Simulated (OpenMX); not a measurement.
Crystal: HPbNO4.

```
H Pb N O
1.0
     3.85404    0.14384    0.09012
    -0.25320    5.52698    0.16471
    -0.48197   -1.92720    5.72025
H Pb N O
1 1 1 4
Direct
  0.10913 0.65718 0.54463
  0.61029 0.52127 0.15100
  0.91580 0.96263 0.95867
  0.01384 0.13639 0.88084
  0.72398 0.01057 0.12858
  0.00389 0.73732 0.87043
  0.11927 0.59324 0.37651
```

The cell was built by a generator and needn't be a form met in nature.

Base run:

* Program: OpenMX 3.8.5
* Functional: PBE
* Potentials or basis: OpenMX 2013 PBE set, H6.0-s2p1, Pb8.0-s3p2d2f1, N6.0-s2p2d1, O6.0-s2p2d1, grid cutoff 500 Ry
* k mesh: 5 × 5 × 5
* Occupations: fermi-dirac, width 0.05 eV
* Spin: no spin polarisation

Its results: band gap on the k mesh 3.27 eV, indirect (least direct gap 3.30 eV); pressure 1.8 GPa; largest force 1.201 eV/Å.

After a change of settings the same cell gave: band gap on the k mesh 3.23 eV, indirect (least direct gap 3.26 eV); pressure -2.5 GPa; largest force 0.580 eV/Å. Which change was it?
A. potentials or basis from OpenMX 2013 PBE set, H6.0-s2p1, Pb8.0-s3p2d2f1, N6.0-s2p2d1, O6.0-s2p2d1, grid cutoff 500 Ry to OpenMX 2013 PBE set, H5.0-s2, Pb8.0-s3p2d2, N6.0-s2p2, O6.0-s2p2, grid cutoff 500 Ry
B. functional from PBE to LDA; potentials or basis from OpenMX 2013 PBE set, H6.0-s2p1, Pb8.0-s3p2d2f1, N6.0-s2p2d1, O6.0-s2p2d1, grid cutoff 500 Ry to OpenMX 2013 LDA set, H6.0-s2p1, Pb8.0-s3p2d2f1, N6.0-s2p2d1, O6.0-s2p2d1, grid cutoff 500 Ry
C. k mesh from 5 × 5 × 5 to 7 × 5 × 5
D. potentials or basis from OpenMX 2013 PBE set, H6.0-s2p1, Pb8.0-s3p2d2f1, N6.0-s2p2d1, O6.0-s2p2d1, grid cutoff 500 Ry to OpenMX 2013 PBE set, H5.0-s2, Pb8.0-s3p2d2, N6.0-s2p2, O6.0-s2p2, grid cutoff 500 Ry; k mesh from 5 × 5 × 5 to 7 × 5 × 5

B.

Caveats: spin-orbit coupling is left out, which as a rule narrows the gap of such compounds by several tenths of an eV; the basis of atomic orbitals isn't converged, which shifts pressures, moduli and gaps; forces of over 1 eV/Å show positions far from the minimum, so gaps and moduli don't describe the material at rest (some runs).
